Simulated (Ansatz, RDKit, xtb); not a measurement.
# C3H9AlClN: ranking a sample of isomers

Which of a sample of isomers of C3H9AlClN is the most stable in the gas at 298.15 K, and what are its properties? The sample is small against all isomers, and the most stable one of this formula need not be in it.

Plan: many cheap relaxations first (GFN2-xTB), then density-functional screening, relaxation at B3LYP-D3(BJ)/def2-SVP, vibrations (at GFN2-xTB) and a final energy. The numbers are computed, not measured.

## 1. Drawing up candidates

Isomers were taken from a list of plausible structures; this is a sample, not all of them. That gives 5 candidates.

```tsv
label	SMILES	spin
c408	C=C(Cl)[CH2][AlH2-][NH3+]	singlet
c452	[NH3+][Al@H-]([Cl])[CH]1CC1	singlet
c630	C[N](C)[Al]([CH3])[Cl]	singlet
c924	C/C=[CH]\[Al@H-]([NH3+])[Cl]	singlet
c977	C[CH2][Al]([Cl])[NH]C	singlet
```

Candidates are built by distance geometry, with a force field where one applies, in up to four conformers (letters a to d).

**Question.** With final energies at CCSD(T)/def2-SVP + MP2/def2-TZVPP - MP2/def2-SVP, which structure will this search put lowest in free energy, and by what margin?

| quantity | value |
| --- | --- |
| lowest structure found | C[CH2][Al]([Cl])[NH]C, singlet |
| next finalist | C[N](C)[Al]([CH3])[Cl], singlet, 2.3 kcal/mol higher in G |
| share at equilibrium, among the finalists | 98.0 % |

The lowest structure found is `C[CH2][Al]([Cl])[NH]C`. The margin, 2.3 kcal/mol, is modest. r2SCAN-D4/def2-SVP, B3LYP-D3(BJ)/def2-SVP, HF/def2-SVP and MP2/def2-SVP already put its bonding pattern lowest among the structures in one piece; GFN2-xTB and HF/STO-3G favour the singlet C[N](C)[Al]([CH3])[Cl] (c630c, not a finalist). 4 minima inside the window were never screened. The search is not exhaustive (a finite list of starts, one conformer a finalist), so a lower isomer can't be ruled out. Only 5 drawn patterns were tried, so whole families of isomers are missing, and the result ranks this sample alone.
